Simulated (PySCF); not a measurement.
# C5H8B2S: runs on many settings, part 2 of 2

PySCF 2.14.0. Atoms count from 0.

### Step 5. TDDFT and polarisability: wB97X/6-31G in chloroform

What the job is given:

```
{"job": {"kind": "uv", "xc": "wB97X", "basis": "6-31G", "solvent": "chloroform", "nstates": 3, "ntriplets": 0, "tda": false}, "charge": 0, "multiplicity": 1}
C      3.011880     0.245890    -0.517196
S      1.953682    -1.189071    -0.113563
B      0.293970    -0.558915    -0.047284
C     -0.832476    -1.575111     0.289828
C     -2.112826    -1.171570     0.402974
B     -2.502689     0.316912     0.215204
C     -1.377349     1.313624    -0.179767
C     -0.093574     0.923616    -0.297599
H      2.891415     1.013734     0.239275
H      2.748825     0.626917    -1.498339
H      4.036099    -0.111671    -0.521721
H     -0.589142    -2.623568     0.441004
H     -2.868808    -1.913889     0.643034
H     -3.604109     0.684908     0.376932
H     -1.613353     2.358972    -0.361356
H      0.650856     1.668164    -0.569501
```

With the program's defaults for keys left out, this is: TDDFT wB97X/6-31G, vertical, IEF-PCM chloroform (non-equilibrium linear response), core orbitals frozen in the response.

What it wrote:

```text
coarse grid: 14192 points
cycle   1  E = -643.1113254724  dE =  1.461e+00  |g| = 2.919e-01  |ddm| = 3.829e+00
cycle   2  E = -643.1423355827  dE = -3.101e-02  |g| = 1.313e-01  |ddm| = 7.732e-01
cycle   3  E = -643.1471160928  dE = -4.781e-03  |g| = 4.549e-02  |ddm| = 2.129e-01
cycle   4  E = -643.1477863644  dE = -6.703e-04  |g| = 1.481e-02  |ddm| = 8.591e-02
cycle   5  E = -643.1478474395  dE = -6.108e-05  |g| = 2.722e-03  |ddm| = 1.957e-02
cycle   6  E = -643.1478519364  dE = -4.497e-06  |g| = 1.089e-03  |ddm| = 7.882e-03
final grid: 133184 points
cycle   7  E = -643.0671617244  dE = -8.431e-05  |g| = 3.450e-03  |ddm| = 3.578e-02
cycle   8  E = -643.0671663864  dE = -4.662e-06  |g| = 1.816e-03  |ddm| = 6.483e-03
cycle   9  E = -643.0671673570  dE = -9.706e-07  |g| = 4.555e-04  |ddm| = 2.488e-03
cycle  10  E = -643.0671674948  dE = -1.378e-07  |g| = 1.705e-04  |ddm| = 1.135e-03
cycle  11  E = -643.0671675064  dE = -1.160e-08  |g| = 5.206e-05  |ddm| = 2.899e-04
cycle  12  E = -643.0671675092  dE = -2.794e-09  |g| = 2.139e-05  |ddm| = 1.648e-04
cycle  13  E = -643.0671675094  dE = -2.844e-10  |g| = 5.779e-06  |ddm| = 4.080e-05
converged SCF energy = -643.0671675094

Static polarisability (au): isotropic 111.283, principal 46.602 100.831 186.416

Singlet excitations
state   eV       nm        f      main configurations
  1   3.6368    340.9   0.00197   H-1->L 0.75, H->L 0.23
  2   3.7477    330.8   0.00008   H-2->L 0.90
  3   4.6581    266.2   0.53383   H->L 0.73, H-1->L 0.22
```

Run time: 18 s. Hardware: 1 thread of Arm Neoverse N1, shared host; peak memory 0.63 GiB.

In short: HOMO -9.62 eV, LUMO -0.91 eV; lowest singlet 3.64 eV.

### Step 6. Excited states and response: OLYP/cc-pVDZ

Same as in step 5 but for these lines:

```diff
@@ -1,2 +1,2 @@
-{"job": {"kind": "uv", "xc": "wB97X", "basis": "6-31G", "solvent": "chloroform", "nstates": 3, "ntriplets": 0, "tda": false}, "charge": 0, "multiplicity": 1}
+{"job": {"kind": "uv", "xc": "OLYP", "basis": "cc-pVDZ", "nstates": 3, "ntriplets": 0, "tda": true, "max_iter": 2, "scf": {"guess": "random", "max_cycle": 70}}, "charge": 0, "multiplicity": 1}
 C      3.011880     0.245890    -0.517196
```

Method: TDA OLYP/cc-pVDZ, vertical, gas phase, core orbitals frozen in the response.

What it wrote:

```text
start from random orthonormal orbitals
final grid: 133184 points
cycle   1  E = -541.9850409103  dE = -3.261e+02  |g| = 8.981e+00  |ddm| = 6.010e+02
cycle   2  E = -333.0378085885  dE =  2.089e+02  |g| = 1.554e+01  |ddm| = 1.543e+02
cycle   3  E = -596.2003699457  dE = -2.632e+02  |g| = 6.630e+00  |ddm| = 6.061e+01
cycle   4  E = -508.5469663019  dE =  8.765e+01  |g| = 1.392e+01  |ddm| = 7.664e+01
cycle   5  E = -638.6646934289  dE = -1.301e+02  |g| = 3.244e+00  |ddm| = 7.186e+01
cycle   6  E = -636.6164873008  dE =  2.048e+00  |g| = 3.762e+00  |ddm| = 1.266e+01
cycle   7  E = -642.7233995827  dE = -6.107e+00  |g| = 1.178e+00  |ddm| = 7.643e+00
cycle   8  E = -642.0690861907  dE =  6.543e-01  |g| = 1.633e+00  |ddm| = 5.045e+00
cycle   9  E = -643.1297859067  dE = -1.061e+00  |g| = 3.010e-01  |ddm| = 3.046e+00
cycle  10  E = -643.1529098894  dE = -2.312e-02  |g| = 1.585e-01  |ddm| = 8.073e-01
cycle  11  E = -643.1589379241  dE = -6.028e-03  |g| = 6.208e-02  |ddm| = 3.391e-01
cycle  12  E = -643.1596887177  dE = -7.508e-04  |g| = 3.648e-02  |ddm| = 1.400e-01
cycle  13  E = -643.1600855115  dE = -3.968e-04  |g| = 8.078e-03  |ddm| = 6.293e-02
cycle  14  E = -643.1601019539  dE = -1.644e-05  |g| = 3.513e-03  |ddm| = 1.671e-02
cycle  15  E = -643.1601053513  dE = -3.397e-06  |g| = 1.215e-03  |ddm| = 7.027e-03
cycle  16  E = -643.1601056706  dE = -3.192e-07  |g| = 6.410e-04  |ddm| = 2.772e-03
cycle  17  E = -643.1601057972  dE = -1.266e-07  |g| = 2.006e-04  |ddm| = 1.437e-03
cycle  18  E = -643.1601058085  dE = -1.139e-08  |g| = 4.196e-05  |ddm| = 4.078e-04
cycle  19  E = -643.1601058092  dE = -6.285e-10  |g| = 6.659e-06  |ddm| = 9.264e-05
converged SCF energy = -643.1601058092

Static polarisability (au): isotropic 101.726, principal 50.147 92.821 162.208

Singlet excitations
state   eV       nm        f      main configurations
  1   2.8972    427.9   0.00008   H-2->L 0.96
  2   3.0517    406.3   0.00332   H->L 0.90
  3   3.7119    334.0   0.00065   H-3->L 0.98
```

It took 57 s on 1 thread of Arm Neoverse N1, shared host; peak memory 0.63 GiB.

Why it failed: The SCF converged, but the response equations did not within 2 iterations. Cure: allow more iterations. Numbers from the part that failed are no properties of the molecule.

### Step 7. Side by side: electronic excitations

Excitations and ground-state properties, with basis size and wall time:

| run | lowest singlet (eV) | brightest (eV) | f | gap (eV) | α (Å³) | μ (D) | functions | time |
| --- | --- | --- | --- | --- | --- | --- | --- | --- |
| PBE0/def2-SVPD | 3.24 | 3.98 | 0.300 | 4.35 | 16.50 | 2.18 | 231 | 59 s |
| wB97X/6-31G in chloroform | 3.64 | 4.66 | 0.534 | 8.71 | 16.49 | 2.34 | 92 | 18 s |

### Step 8. Outcome

This closing draws on all 2 parts.

| quantity | value |
| --- | --- |
| 13C shifts against TMS (PBE0/pcSseg-1, means over atoms taken as alike) | 158.9, 158.6, 17.2 ppm |
| 1H shifts against TMS (PBE0/pcSseg-1, means over atoms taken as alike) | 7.68, 7.51, 6.38, 2.57 ppm |
| 33S shifts against CS2 (PBE0/pcSseg-1) | 113 ppm |
| 11B shifts against BF3·OEt2 (PBE0/pcSseg-1) | 57.7, 52.6 ppm |
| lowest singlet (PBE0/def2-SVPD) | 3.24 eV (383 nm), f = 0.003 |
| brightest single state of those computed | state 3, 3.98 eV, f = 0.300 |
| lowest triplet | 2.29 eV |
| largest coupling of the table (revPBE/6-31++G**) | 1J(C,H) C0–H8, 148.7 Hz |
| range of the lowest singlet | 3.24 to 3.64 eV |
| property runs in this session | 5, of which 1 failed and 0 gave unsound results |

**Reading.** Single values in the summary come from the first run of each kind that ended normally (PBE0/pcSseg-1; PBE0/def2-SVPD; revPBE/6-31++G**), which need not be the best level. At PBE0/pcSseg-1: The widest tensor belongs to S1: span 416 ppm, with a paramagnetic part of -668 ppm. The first singlet state (HOMO→LUMO 0.73, HOMO−1→LUMO 0.24) lies at 3.24 eV and is weak; of the 6 states computed, the strongest absorption comes from state 3 at 3.98 eV. The lowest triplet lies 0.95 eV below the lowest singlet (triplets in Tamm-Dancoff, singlets in full TDDFT). In the run at revPBE/6-31++G**, the largest coupling of the table is C0–H8 (mean over like pairs), 148.7 Hz, of which the Fermi-contact term gives 147.4 Hz. Couplings across rotatable bonds belong to this one conformer; where others are populated, the observed values are averages. The lowest singlet runs from 3.24 eV (PBE0/def2-SVPD) to 3.64 eV (wB97X/6-31G in chloroform), while the orbital gap spans 4.35 to 8.71 eV. The lowest state need not be the same one in every run. The runs solved for a few states only, so the brightest column depends on that window. Couplings from bases without tight functions are rough.
